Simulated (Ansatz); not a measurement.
Predict the output of the script below (the Python package of Ansatz (0.2.0)).

`edit_hfh3.py`:
```python
import logging
import sys

import ansatz as az
from ase import Atoms

logging.basicConfig(stream=sys.stdout, format="%(levelname)s:%(name)s:%(message)s")
log = logging.getLogger("ansatz_job")
log.setLevel(logging.INFO)


def main() -> None:
    atoms = Atoms(
        ["Hf", "H", "H", "H"],
        scaled_positions=[
            (0.0, 0.0, 0.0),
            (0.0, 0.5, 0.5),
            (0.5, 0.0, 0.5),
            (0.5, 0.5, 0.0),
        ],
        cell=[
            (3.0846, 0.0, 0.0),
            (0.0, 3.0846, 0.0),
            (0.0, 0.0, 3.0846),
        ],
        pbc=True,
    )
    cell = az.Crystal.from_ase(atoms)

    calculation = (
        cell.calculation()
        .occupations("methfessel_paxton", width=0.01)
        .eigensolver("auto", mixed_precision=False)
        .basis(500, density_ratio=6)
        .functional("r2scan", dispersion="d3bj")
        .accuracy("medium")
        .kpoints(length=17)
        .band_table()
    )
    typed = calculation.input()
    rows = []
    for value in [2, 6, 12]:
        edited = typed.set(az.key.scf.n_extra_bands, value)
        summary = az.Session.from_dict(edited).plan().execute().report
        rows.append((value, summary["free_energy_ev"], summary["n_iterations"], len(summary["eigenvalues_ev"][0]) if "eigenvalues_ev" in summary else 0))
    for row in rows:
        print("; ".join(f"{name} = {round(v, 4) if isinstance(v, float) else v}" for name, v in zip(["extra bands", "F eV", "iterations", "bands listed"], row)))


if __name__ == "__main__":
    main()
```

```console
$ python edit_hfh3.py
DeckWarning: the engine holds no damping parameters fitted to this dispersion correction and functional, so the run takes those fitted to r2scan beside the three-body term, which d3bj leaves out (hamiltonian.dispersion, under Limitations)
extra bands = 2; F eV = -15782.2933; iterations = 6; bands listed = 17
extra bands = 6; F eV = -15782.2933; iterations = 6; bands listed = 21
extra bands = 12; F eV = -15782.2933; iterations = 6; bands listed = 27
```
(Warnings from the package without file and line, repeats left out.)

Caveats:
- These settings explore the input space; cutoff and mesh may be short of convergence.
- The dispersion term runs with damping parameters of another functional.
- Dispersion corrections can be off by several per cent in the lattices of metals, and by several GPa in the pressure at a fixed cell.
- For a metal this k-point mesh is coarse: on a finer one energies can move by several to tens of meV an atom and pressures by half a GPa or more, differences at one mesh by less.
- Spin-orbit coupling, which matters for elements this heavy, is left out.
- This cell is a computed structure, which may not be the phase found in nature.
- Timing: 3.7 s on 1 thread of Intel(R) Xeon(R) 6975P-C (Granite Rapids), with other jobs on the host, peak memory 0.48 GiB.

(Lines on the test bed's own set-up are left out of the output.)
